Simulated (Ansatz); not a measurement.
# C2H10N2Si: small, medium and large basis sets

One table from this session's results is given with a row withheld; the runs are named, their logs left out.

Program: Ansatz 0.2.0, Gaussian basis. Level of theory: one geometry, several basis sets. These are calculated values, not measurements.

Plan: PBE0-D4/def2-SVP; ωB97M-V/def2-SVP; PBE0-D4/def2-QZVPP; ωB97M-V/def2-QZVPP; the functionals' def2-TZVPP values are taken from earlier runs.

**The geometry**

The geometry comes from an earlier relaxation with PBE0-D4 in a triple-zeta def2 set; it is a stationary point, not always the lowest conformer.

SMILES `CN(C)N[SiH3]`, 15 atoms, charge 0, spin multiplicity 1.

Atoms are counted from 1 here; the program's logs count them from 0.

Bond lengths: C1–N2 1.446 Å, C1–H6 1.091 Å, C1–H7 1.092 Å, C1–H8 1.105 Å, N2–C3 1.447 Å, N2–N4 1.407 Å, C3–H9 1.092 Å, C3–H10 1.090 Å, C3–H11 1.103 Å, N4–Si5 1.726 Å, N4–H12 1.007 Å, Si5–H13 1.485 Å, Si5–H14 1.492 Å, Si5–H15 1.488 Å. Angles: N2–C1–H6 109.5°, N2–C1–H7 109.2°, N2–C1–H8 113.3°, H6–C1–H7 108.6°, H6–C1–H8 108.3°, H7–C1–H8 107.8°, C1–N2–C3 112.2°, C1–N2–N4 112.3°, C3–N2–N4 111.4°, N2–C3–H9 109.0°, N2–C3–H10 109.3°, N2–C3–H11 113.2°, H9–C3–H10 108.7°, H9–C3–H11 108.0°, H10–C3–H11 108.4°, N2–N4–Si5 127.8°, N2–N4–H12 111.5°, Si5–N4–H12 119.4° and more.

Geometry (Å):

```xyz
15
charge 0, multiplicity 1
C    -0.7210   -1.2867    0.6390
N     0.1674   -0.8507   -0.4147
C     1.5369   -0.7359    0.0374
N    -0.2721    0.3378   -1.0258
Si   -0.6613    1.8370   -0.2633
H    -1.7304   -1.3986    0.2415
H    -0.3844   -2.2555    1.0145
H    -0.7597   -0.5881    1.4938
H     1.8712   -1.7061    0.4119
H     2.1698   -0.4477   -0.8018
H     1.6681    0.0053    0.8438
H    -0.5562    0.1791   -1.9782
H    -0.9808    2.7517   -1.3886
H    -1.8296    1.7896    0.6635
H     0.4820    2.3690    0.5269
```

Set-up of the first run:

in.yaml reads:

```yaml
crystal:
  periodic: [false, false, false]
  atoms:
    - {symbol: C, position_ang: [-0.721013, -1.286737, 0.638976]}
    - {symbol: N, position_ang: [0.167444, -0.850737, -0.414703]}
    - {symbol: C, position_ang: [1.536884, -0.735932, 0.037409]}
    - {symbol: N, position_ang: [-0.272106, 0.337760, -1.025759]}
    - {symbol: Si, position_ang: [-0.661273, 1.837022, -0.263320]}
    - {symbol: H, position_ang: [-1.730378, -1.398551, 0.241517]}
    - {symbol: H, position_ang: [-0.384374, -2.255517, 1.014524]}
    - {symbol: H, position_ang: [-0.759749, -0.588145, 1.493845]}
    - {symbol: H, position_ang: [1.871223, -1.706087, 0.411935]}
    - {symbol: H, position_ang: [2.169798, -0.447724, -0.801820]}
    - {symbol: H, position_ang: [1.668104, 0.005268, 0.843788]}
    - {symbol: H, position_ang: [-0.556248, 0.179109, -1.978202]}
    - {symbol: H, position_ang: [-0.980753, 2.751731, -1.388582]}
    - {symbol: H, position_ang: [-1.829589, 1.789576, 0.663535]}
    - {symbol: H, position_ang: [0.482039, 2.368965, 0.526867]}
basis:
  gaussian: {orbitals: def2-SVP}
hamiltonian: {xc: pbe0, dispersion: d4}
output: {orbitals: {seedname: orbitals}}
```

The run is started by

```sh
$ ansatz run in.yaml --threads 4 --pin off --events-out ev --progress --plain --max-ram 10444MiB
```

Among the steps run: PBE0-D4 in def2-SVP; ωB97M-V in def2-SVP; PBE0-D4 in def2-QZVPP; ωB97M-V in def2-QZVPP.

One of the session's tables, all rows but one given; the rest of the session is left out.

| functional | basis | HOMO (eV) | LUMO (eV) |
| --- | --- | --- | --- |
| PBE0-D4 | def2-SVP | -6.27 | 0.96 |
| PBE0-D4 | def2-TZVPP | -6.41 | 0.48 |
| PBE0-D4 | def2-QZVPP | -6.44 | 0.25 |
| ωB97M-V | def2-SVP | -8.60 | 2.75 |
| ωB97M-V | def2-TZVPP | ? | ? |
| ωB97M-V | def2-QZVPP | -8.77 | 1.52 |

**Question.** Estimate the row for ωB97M-V, def2-TZVPP.

As computed: HOMO (eV): -8.75; LUMO (eV): 2.05. In the column «HOMO (eV)» it lies between ωB97M-V, def2-QZVPP (-8.77) and ωB97M-V, def2-SVP (-8.60).
